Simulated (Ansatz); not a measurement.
# BeGeSb2: how the settings move a single-point run

How sensitive is a single-point run of BeGeSb2 to its settings? A reference run comes first, then one run with altered input. The cell is built on a prototype (ordering on zincblende) and needn't be the phase found in nature.

Computed with Ansatz 0.2.0 (reference: DFT, r2SCAN, plane waves, PAW, unless a step's input says otherwise).

## Step 1: The structure to begin with

The structure is tetragonal, space group P-4m2 (No. 115). Conventional cell: a = 4.175 Å, b = 4.175 Å, c = 5.835 Å, α = 90.00°, β = 90.00°, γ = 90.00°. Be (site symmetry -4m2) is surrounded by 4 Sb at 2.45 Å. Sb (site symmetry 2mm) is surrounded by 2 Be at 2.45 Å and 2 Ge at 2.65 Å. Around Ge (site symmetry -4m2) lie 4 Sb at 2.65 Å.

Coordinates:

```cif
data_structure
_symmetry_space_group_name_H-M 'P-4m2'
_symmetry_Int_Tables_number 115
_cell_length_a 4.1745
_cell_length_b 4.1745
_cell_length_c 5.8347
_cell_angle_alpha 90.000
_cell_angle_beta 90.000
_cell_angle_gamma 90.000
_cell_volume 101.68
loop_
_atom_site_label
_atom_site_type_symbol
_atom_site_symmetry_multiplicity
_atom_site_Wyckoff_symbol
_atom_site_fract_x
_atom_site_fract_y
_atom_site_fract_z
_atom_site_occupancy
Be1 Be 1 a 0.00000 0.00000 0.00000 1
Sb1 Sb 2 g 0.00000 0.50000 0.21944 1
Ge1 Ge 1 c 0.50000 0.50000 0.50000 1
```

## Step 2: Baseline

Input file input.yaml:

```yaml
crystal:
  lattice:
    - [4.1745184527, 0.0, 0.0]
    - [0.0, 4.1745184527, 0.0]
    - [0.0, 0.0, 5.8346868276]
  atoms:
    - { symbol: Be, position: [0.0, 0.0, 0.0] }
    - { symbol: Sb, position: [0.0, 0.5, 0.2194401828] }
    - { symbol: Ge, position: [0.5, 0.5, 0.5] }
    - { symbol: Sb, position: [0.5, 0.0, 0.7805598172] }
kpoints:
  mp_grid: { grid: [4, 4, 4] }
hamiltonian:
  xc: r2scan
scf:
  occupations: { method: fermi_dirac, width: 0.02 }
  n_extra_bands: 5
output:
  forces: true
  stress: true
  eigenvalues: true
  write_density: true
  write_potential: true
  elf: true
  volumetric_format: npy
```

Run with:

```bash
> ansatz run input.yaml --threads 4 --pin off --max-ram 3686MiB --backend cpu --events-out ev --progress --plain --runs-dir out
```

## Step 3: Changing settings: mixing.beta 0.05

input.yaml, as its differences from that of step 2:

```diff
@@ -17,2 +17,4 @@
   n_extra_bands: 5
+  mixing: { beta: 0.05 }
+  max_iter: 52
 output:
@@ -21,5 +23 @@
   eigenvalues: true
-  write_density: true
-  write_potential: true
-  elf: true
-  volumetric_format: npy
```

**Question.** What will these runs give? Wanted: for each run, ending; energy change; pressure; gap; force.

As calculated:

| run | ending | energy change | pressure (GPa) | gap (eV) | force (eV/Å) | cycles | time |
| --- | --- | --- | --- | --- | --- | --- | --- |
| reference | converged | 0 | 0.0 | 0.00 | 0.04 | 7 | 4.4 s |
| 1: mixing.beta 0.05 | converged | 0.0 meV/atom | 0.0 | 0.00 | 0.04 | 9 | 3.9 s |

Times don't compare one to one where runs were asked for different outputs or read a saved state (see the inputs); cycles may leave out searches for a lower state.

Residual by cycle in the longest SCF loop of each run; runs are numbered as in the table. The quantity is the density residual dr2, in eV.

```
cycle  reference    run 1
    1     0.0147   0.0147
    2    0.00639   0.0121
    3     2.7e-4  0.00408
    4     3.9e-5  0.00151
    5     1.4e-6   1.5e-4
    6     3.2e-7   5.0e-5
    7     8.6e-9   1.9e-5
    8          -   2.0e-6
    9          -   5.0e-8
```

**Reading.** With the changed mixing the energy agrees within 0.5 meV/atom.
